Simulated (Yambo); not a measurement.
GaSb: optical spectrum with PBEsol

The system is GaSb.

```
Sb Ga
1.0
     0.00000    3.05900    3.05900
     3.05900    0.00000    3.05900
     3.05900    3.05900    0.00000
Sb Ga
1 1
Direct
  0.75000 0.75000 0.75000
  0.00000 0.00000 0.00000
```

```json
{
 "Program": "Yambo 5.3.0",
 "Task": "optical spectrum",
 "Functional": "PBEsol",
 "Potentials or basis": "PseudoDojo 0.4.1 SR PBEsol standard",
 "Cutoff": "1088 eV",
 "Density cutoff": "4354 eV",
 "k mesh": "12 × 12 × 12",
 "Occupations": "fermi-dirac, width 0.05 eV",
 "Spin": "no spin polarisation",
 "k mesh of the self-consistent run": "12 × 12 × 12",
 "Direction of the field or of q to 0": "x",
 "Broadening": "0.1 eV",
 "Kernel": "Hartree (RPA with local fields)",
 "Top of the energy range": "20 eV",
 "Energy points": "200",
 "Correction of the levels": "none",
 "Bands in the response": "34",
 "Cutoff of the response matrix": "6 Ry"
}
```

```yaml
Band_gap_on_the_k_mesh_mean-field_level: none (metal or under the smearing width)
```

Dielectric function (along the field direction of the input):
```
energy (eV)  real part  imaginary part
       0.30      -3.60           17.15
       0.90      21.77            6.93
       1.61       6.04           14.92
       2.31       9.65           13.15
       3.02      12.07           16.82
       3.62      -2.87           18.33
       4.32      -7.76           12.56
       5.03      -5.53            7.06
       5.73      -3.69            6.76
       6.33      -4.45            2.60
       7.04      -2.90            2.25
       7.74      -2.02            1.98
       8.44      -2.05            1.63
       9.05      -1.16            1.25
       9.75      -1.28            0.80
      10.45      -0.85            0.74
      11.16      -0.62            0.45
      11.76      -0.45            0.51
      12.46      -0.33            0.42
      13.17      -0.16            0.31
      13.87      -0.01            0.28
      14.47       0.09            0.27
      15.18       0.20            0.23
      15.88       0.31            0.21
      16.58       0.37            0.19
      17.19       0.42            0.19
      17.89       0.48            0.18
      18.59       0.52            0.21
      19.30       0.55            0.15
      20.00       0.57            0.18
```

Wall time 6.5 min on 1 thread of Arm Neoverse V1 (shared host).

Caveat: the intraband (Drude) term of the metal is left out; the ground state has no gap, which makes the many-body step unreliable; these spectra lack excitons; this crystal is a semiconductor, whose small gap the functional closes, so the metal is an error of the method. The run has no spin-orbit coupling, so splittings on Sb are missing.
